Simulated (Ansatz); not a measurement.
# LiBe: the cost of one run

Program: the Python package of Ansatz 0.2.0. Level of theory: DFT PBE, plane waves, PAW. These are calculated values, not measurements.

**1. The structure**

LiBe P4/mmm: The structure is tetragonal, space group P4/mmm (No. 123). Conventional cell: a = 2.610 Å, b = 2.610 Å, c = 3.523 Å, α = 90.00°, β = 90.00°, γ = 90.00°. Li (site symmetry 4/mmm) is surrounded by 8 Be at 2.55 Å and 4 Li at 2.61 Å. Be (site symmetry 4/mmm) has 8 Li at 2.55 Å and 4 Be at 2.61 Å as nearest neighbours.

LiBe Pm-3m: It takes space group Pm-3m (No. 221, cubic). The conventional cell has a = 2.810 Å, b = 2.810 Å, c = 2.810 Å, α = 90.00°, β = 90.00°, γ = 90.00°. Around Li (site symmetry m-3m) lie 8 Be at 2.43 Å. Be (site symmetry m-3m) has 8 Li at 2.43 Å as nearest neighbours.

No structure file is read: the coordinates are typed or built in the script.

**2. The script**

Input file run_transition.py:

```python
"""Pressure at which two phases of LiBe cross."""

import warnings

import ansatz as az
import numpy as np


def cuau(a_site, b_site, a):
    return (
        az.Lattice.from_parameters(a, a, 1.35 * a, alpha=90, beta=90, gamma=90)
        .space_group(123)
        .atom(a_site, (0, 0, 0))
        .atom(b_site, (0.5, 0.5, 0.5))
    )


def cscl(A, B, a):
    return (
        az.Lattice.cubic(a)
        .space_group(221)
        .atom(A, (0, 0, 0))
        .atom(B, (0.5, 0.5, 0.5))
    )


def run_phase(name, crystal, pressure=0.0):
    calc = (
        crystal.calculation()
        .basis(41 * az.Ry)
        .functional("pbe")
        .kpoints(spacing=0.14)
        .occupations("fermi_dirac", width=0.1)
    )
    calc = calc.relax(force_tolerance=0.03, max_steps=60, cell=True, pressure=pressure)
    return calc.run()


def volume_per_atom(outcome):
    return abs(np.linalg.det(outcome.lattice.cell_ang)) / len(outcome.lattice.sites)

warnings.simplefilter("ignore", az.DeckWarning)

phases = {}
phases["CuAu"] = cuau("Li", "Be", 2.61)
phases["CsCl"] = cscl("Li", "Be", 2.81)

# enthalpy per atom at each pressure
pressures = [0, 10, 20, 30]
enthalpy, volume = {name: [] for name in phases}, {name: [] for name in phases}
for p in pressures:
    for name, crystal in phases.items():
        o = run_phase(name, crystal, pressure=p)
        volume[name].append(volume_per_atom(o))
        enthalpy[name].append(o.report["energy_sigma0_ev"] / len(o.lattice.sites) + p * volume[name][-1] / 160.21766)
gap = np.array(enthalpy["CsCl"]) - np.array(enthalpy["CuAu"])
rows = [(p, va, vb, 1000 * d) for p, va, vb, d in zip(pressures, volume["CuAu"], volume["CsCl"], gap)]
print("| P (GPa) | V CuAu (A^3/atom) | V CsCl (A^3/atom) | H(CsCl) - H(CuAu) (meV/atom) |")
print("| --- | --- | --- | --- |")
for row in rows:
    print(f"| {row[0]:d} | {row[1]:.3f} | {row[2]:.3f} | {row[3]:+.1f} |")
crossings = [p0 - g0 * (p1 - p0) / (g1 - g0) for p0, p1, g0, g1 in zip(pressures, pressures[1:], gap, gap[1:]) if g0 * g1 < 0]
print("crossing near", [round(float(p), 1) for p in crossings], "GPa") if crossings else print("no crossing in this range")
```

**3. The run**

Command:

```sh
$ python run_transition.py
```

**Question.** How long does this script take on 1 thread of Intel Xeon Platinum 8488C (Sapphire Rapids), shared host, and how much memory does it need?

About 2.6 min, with a peak of 0.57 GiB.
